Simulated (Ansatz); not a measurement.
# AlGa2H (triplet): the correlation ladder, cc-pVTZ

One table from this session's results is given with a row withheld; the runs are named, their logs left out.

Method: cc-pVTZ, core rule «outside noble gas», up to 33 orbitals frozen; program: Ansatz 0.2.0, Gaussian basis.

To be run: UHF; CCSD(T) on ROHF; CCSD(T) on UHF; BCCD(T) on ROHF; CCSDT(Q) on ROHF; CCSDT(Q) on UHF.

4 further runs of the same task are left out: 4 set aside as unsound or not needed. Runs told in other sessions of the task aren't counted.

## The geometry

The geometry is a PBE0/def2-TZVP stationary point (not a proven minimum) of the parent state, kept for this charge and spin. No spin-orbit coupling is included. The filled d shell of Ga may be among the frozen orbitals whatever the setting's name suggests.

4 atoms, charge 0, spin multiplicity 3.

Atoms are counted from 1 here; the program's logs count them from 0.

Bond lengths: Al1–Ga2 2.548 Å, Al1–Ga3 2.548 Å, Al1–H4 1.600 Å, Ga2–Ga3 2.370 Å. Angles: Ga2–Al1–Ga3 55.4°, Ga2–Al1–H4 152.3°, Ga3–Al1–H4 152.3°, Al1–Ga2–Ga3 62.3°, Al1–Ga3–Ga2 62.3°.

Set-up of the first run:

File in.yaml:

```yaml
crystal:
  periodic: [false, false, false]
  atoms:
    - {symbol: Al, position_ang: [0.000000, 1.868499, 0.000000]}
    - {symbol: Ga, position_ang: [0.000000, -0.386610, -1.185145]}
    - {symbol: Ga, position_ang: [0.000000, -0.386610, 1.185145]}
    - {symbol: H, position_ang: [0.000000, 3.468731, 0.000000]}
basis:
  gaussian: {orbitals: cc-pVTZ}
magnetization: {spin_polarized: true, initial_magnetization: 2}
hamiltonian: {xc: hf}
output: {orbitals: {seedname: orbitals}}
```

Command:

```bash
> ansatz run in.yaml --threads 1 --pin off --events-out ev --progress --plain --max-ram 4096MiB --backend cpu
```

Steps of the session up to this table: UHF; CCSD(T) on ROHF; CCSD(T) on UHF; BCCD(T) on ROHF; CCSDT(Q) on ROHF; CCSDT(Q) on UHF.

One table of the session follows, with a row left open; its other results are not shown here.

It belongs to the step «Misses and costs». 

```
   method  from UCCSDT(Q) (kJ/mol)
     ROHF                   +619.0
      UHF                   +599.0
     RMP2                   +113.7
     UMP2                   +123.8
    RCCSD                    +45.4
    UCCSD                    +43.9
 RCCSD(T)                     +8.2
 UCCSD(T)                     +7.8
  BCCD(T)                     +8.2
   RCCSDT                     +4.2
   UCCSDT                        ?
RCCSDT(Q)                     +0.9
UCCSDT(Q)                        0
```

**Question.** Estimate the row for UCCSDT.

As computed: from UCCSDT(Q) (kJ/mol): +3.4. In the column «from UCCSDT(Q) (kJ/mol)» it lies between RCCSDT(Q) (+0.9) and RCCSDT (+4.2).

Limits of these values: Restricted and unrestricted rows rest on different reference determinants; a gap between their highest levels can come from leftover correlation error, from unlike frozen cores or from another state.
